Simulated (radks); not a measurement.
# Spin polarisation of the 6s shell in Pb³⁺

One table from this session's results is given with a row withheld; the runs are named, their logs left out.

Method: scalar-relativistic Kohn-Sham, LDA (Slater exchange, Perdew-Wang correlation), spin-polarised, spherical densities, finite nucleus. Code: radks (a radial shooting solver on a logarithmic mesh, Libxc functionals) version 1.

## What is computed

```
element            : lead (Z = 82)
charge             : +3
electrons          : 79
configuration      : [Xe] 4f14 5d10 6s(up 0.5, down 0.5)
nuclear rms radius : 5.5012 fm
```

A shell typed twice in an input gives spin up, then spin down.

The first run:

Input:

```text
Z 82
configuration [Xe] 4f14 5d10 6s0.5 6s0.5
relativity scalar-relativistic
functional lda,pw
spin polarised
nucleus finite rms 5.5012 fm
c 137.035999084
```

Among the steps run: No moment.

One of the session's tables, all rows but one given; the rest of the session is left out.

It belongs to the step «No moment». Sizes of the orbitals, from the radial functions (bohr):

| level | <r> | outermost maximum (interpolated) | 90 % within | nodes |
| --- | --- | --- | --- | --- |
| 4s | 0.3846 | 0.362 | 0.551 | 3 |
| 4p | 0.4103 | 0.382 | 0.594 | 2 |
| 4d | 0.4312 | 0.388 | 0.642 | 1 |
| 5s | 0.8525 | 0.788 | 1.21 | 4 |
| 4f | 0.4538 | 0.349 | 0.721 | 0 |
| 5p | 0.9750 | 0.881 | 1.41 | 3 |
| 5d | ? | ? | ? | ? |
| 6s | 2.085 | 1.88 | 2.98 | 5 |

Q: Estimate the row for 5d from the others.

As computed: <r>: 1.277; outermost maximum (interpolated): 1.07; 90 % within: 1.92; nodes: 2. In the column «<r>» it lies between 5p (0.9750) and 6s (2.085).
